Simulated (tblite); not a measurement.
# CH7FN2Si: the cost of one run

Computed with tblite 0.8.0 and PySCF 2.14.0; each step states its level. No surroundings beyond the atoms listed, unless a continuum is named. Atoms count from 0, parts from 1.

### Step 1. Starting point

12 atoms, charge 0, multiplicity 1; geometry: distance geometry start.

### Step 2. Relaxing the cluster with GFN2-xTB

Job settings and geometry (Å):

```
{"job": {"kind": "relax", "xc": "GFN2-xTB", "basis": "xTB"}, "charge": 0, "multiplicity": 1}
C      1.491160    -0.446745    -1.228522
Si     1.244280    -1.542643     0.243976
N      2.902195    -0.143626    -1.358381
N      0.753409     0.789368    -1.077359
F      1.078562    -1.043991    -2.286570
H      2.126397    -1.152282     1.292300
H     -0.099826    -1.397513     0.685278
H      1.510754    -2.888628    -0.098814
H      3.185238     0.798238    -1.112605
H      3.528756    -0.899022    -1.069492
H      0.776561     1.407923    -1.860747
H      0.789210     1.184276    -0.139611
```

Level: GFN2-xTB geometry optimisation, gas phase.

On the command line:

```
> OMP_NUM_THREADS=1 python cluster_run.py task.json out
```

One launch serves the whole session: the jobs run in the order shown.

**Question.** How long does this first job take on 1 thread of Arm Neoverse V1, shared host?

About 1.8 s.
